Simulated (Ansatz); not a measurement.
# CH4ClOSi radical: how energies converge with the basis set

An exercise on one series of results from a longer session: the logs are not shown, and one member is left open.

Method: one geometry, several basis sets; program: Ansatz 0.2.0, Gaussian basis.

The runs, in order: PBE0-D4/def2-SVP; ωB97M-V/def2-SVP; PBE0-D4/def2-QZVPP; ωB97M-V/def2-QZVPP; CCSD(T)/cc-pV(D+d)Z; CCSD(T)/cc-pV(T+d)Z; CCSD(T)/cc-pV(Q+d)Z; the functionals' def2-TZVPP values are taken from earlier runs.

## The geometry

The geometry comes from an earlier relaxation with PBE0-D4 in a triple-zeta def2 set; it is a stationary point, not always the lowest conformer.

SMILES `C[Si](O)Cl`, 8 atoms, charge 0, spin multiplicity 2.

Atoms are counted from 1 here; the program's logs count them from 0.

Bond lengths: C1–Si2 1.861 Å, C1–H5 1.091 Å, C1–H6 1.094 Å, C1–H7 1.092 Å, Si2–O3 1.645 Å, Si2–Cl4 2.077 Å, O3–H8 0.959 Å. Angles: Si2–C1–H5 110.6°, Si2–C1–H6 109.2°, Si2–C1–H7 110.0°, H5–C1–H6 109.0°, H5–C1–H7 109.0°, H6–C1–H7 108.9°, C1–Si2–O3 106.5°, C1–Si2–Cl4 109.5°, O3–Si2–Cl4 109.7°, Si2–O3–H8 117.7°.

Set-up of the first run:

Input file in.yaml:

```yaml
crystal:
  periodic: [false, false, false]
  atoms:
    - {symbol: C, position_ang: [-0.742511, 0.887918, -0.103259]}
    - {symbol: Si, position_ang: [0.670138, -0.268396, -0.463386]}
    - {symbol: O, position_ang: [1.320731, -0.676262, 0.990975]}
    - {symbol: Cl, position_ang: [-0.052325, -1.971348, -1.408448]}
    - {symbol: H, position_ang: [-1.245202, 1.179216, -1.026414]}
    - {symbol: H, position_ang: [-1.460581, 0.384725, 0.550442]}
    - {symbol: H, position_ang: [-0.373622, 1.784163, 0.399372]}
    - {symbol: H, position_ang: [1.975570, -1.377017, 1.005018]}
basis:
  gaussian: {orbitals: def2-SVP}
magnetization: {spin_polarized: true, initial_magnetization: 1}
hamiltonian: {xc: pbe0, dispersion: d4}
output: {orbitals: {seedname: orbitals}}
```

The run is started by

```sh
$ ansatz run in.yaml --threads 2 --pin off --events-out ev --progress --plain --max-ram 32768MiB --backend cpu
```

Among the steps run: PBE0-D4 in def2-SVP; ωB97M-V in def2-SVP; PBE0-D4 in def2-QZVPP; ωB97M-V in def2-QZVPP.

One table of the session follows, with a row left open; its other results are not shown here.

| functional | basis | HOMO (eV) | LUMO (eV) |
| --- | --- | --- | --- |
| PBE0-D4 | def2-SVP | -5.80 | -2.05 |
| PBE0-D4 | def2-TZVPP | -5.93 | -2.14 |
| PBE0-D4 | def2-QZVPP | -5.98 | -2.22 |
| ωB97M-V | def2-SVP | ? | ? |
| ωB97M-V | def2-TZVPP | -7.69 | -0.58 |
| ωB97M-V | def2-QZVPP | -7.75 | -0.71 |

Estimate the missing values for ωB97M-V, def2-SVP.

The run gave: HOMO (eV): -7.53; LUMO (eV): -0.42. In the column «HOMO (eV)» it lies between ωB97M-V, def2-TZVPP (-7.69) and PBE0-D4, def2-QZVPP (-5.98).
